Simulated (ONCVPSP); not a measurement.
# Carbon: generating and testing an ONCV potential

Task: generate the file, and judge it by its errors in other configurations, its logarithmic derivatives, its ghosts and its cutoff.

The numbers are computed with ONCVPSP 4.0.1 (PBE, scalar-relativistic, spin-unpolarised reference atom).

## 1. Settings

The settings as typed:

* element: carbon (C, Z = 6)
* type: optimised norm-conserving Vanderbilt (ONCV)
* frozen core: [He]
* valence charge: 4
* reference configuration: 2s1 2p3
* partial waves: 2s: rc 1.05 bohr, ncon 4, nbas 9, qcut 6 1/bohr, 2 projectors, debl 3.3 Ha; 2p: rc 3.00 bohr, ncon 4, nbas 8, qcut 4.4 1/bohr, 2 projectors, debl 1.9 Ha
* local potential: polynomial inside 1.00 bohr (lpopt 5, dvloc0 0 Ha)
* core correction: Teter function, fcfact 2.5, rcfact 1.75

The outer shells as boxes (Hund's rule for the drawing; the calculation is spin-unpolarised):

```
[He] core
2s [↑ ]
2p [↑ ][↑ ][↑ ]
```

An earlier all-electron run gives the scale for the radii.

All-electron outer shells of the reference configuration (PBE, scalar-relativistic, ld1.x):

```json
{"shell": "1s", "level (eV)": "-274.35", "outermost node (bohr)": "–", "outermost maximum (bohr)": "0.17"}
{"shell": "2s", "level (eV)": "-14.20", "outermost node (bohr)": "0.38", "outermost maximum (bohr)": "1.22"}
{"shell": "2p", "level (eV)": "-5.71", "outermost node (bohr)": "–", "outermost maximum (bohr)": "1.20"}
```

## 2. Generation

The input, C.dat:

```
# ATOM AND REFERENCE CONFIGURATION
# atsym  z   nc   nv     iexc    psfile
  C 6.00    1    2        4      upf
#
#   n    l    f
    1    0    2.00
    2    0    1.00
    2    1    3.00
#
# PSEUDOPOTENTIAL AND OPTIMIZATION
# lmax
    1
#
#   l,   rc,      ep,       ncon, nbas, qcut
    0    1.05    0.00    4    9    6.00
    1    3.00    0.00    4    8    4.40
#
# LOCAL POTENTIAL
# lloc, lpopt,  rc(5),   dvloc0
    4    5    1.00    0.00
#
# VANDERBILT-KLEINMAN-BYLANDER PROJECTORs
# l, nproj, debl
    0    2    3.30
    1    2    1.90
#
# MODEL CORE CHARGE
# icmod, fcfact, rcfact
    3    2.50    1.75
#
# LOG DERIVATIVE ANALYSIS
# epsh1, epsh2, depsh
   -2.00    5.00    0.02
#
# OUTPUT GRID
# rlmax, drl
    6.00    0.01
#
# TEST CONFIGURATIONS
# ncnf
    4
# nvcnf
#   n    l    f
    2
    2    0    2.00
    2    1    2.00
#
    2
    2    0    2.00
    2    1    1.00
#
    2
    2    0    2.00
    2    1    0.00
#
    2
    2    0    1.00
    2    1    2.00
#
```

Launch:

```
$ oncvpsp.x < C.dat > C.out
```

Before running it: what results should come out? Wanted: cutoffs for 1 and 0.1 mHa per electron, occupied waves; bound ghosts; GHOST(+) flags; largest test error; largest phase difference near zero energy, channels read; rms error of d²Exc/dn², without and with the model core.

As calculated:

| quantity | value |
| --- | --- |
| cutoffs for 1 and 0.1 mHa per electron, occupied waves | 19 Ha and 115 Ha |
| bound ghosts | none found |
| GHOST(+) flags | none at low energy |
| largest test error (AE − PS) | +1967 meV, for 2s2 2p0 |
| largest phase difference near zero energy, channels read | 0.006 rad |
| rms error of d²Exc/dn², without and with the model core | 0.34 and 2.19 mHa |

**Reading.** By total energies transferability is poor: the largest error is 1967 meV on 26.5 eV, for 2s2 2p0. It counts as of middling hardness, with 19 Ha needed at the looser tolerance. The tighter tolerance needs 115 Ha, and converged work needs a cutoff nearer that. At the looser tolerance the 2s wave is the slowest; 2p needs 7 Ha. The program's ghost test flags no bound state. Near zero energy the phases of the channels with partial waves agree within 0.006 rad.
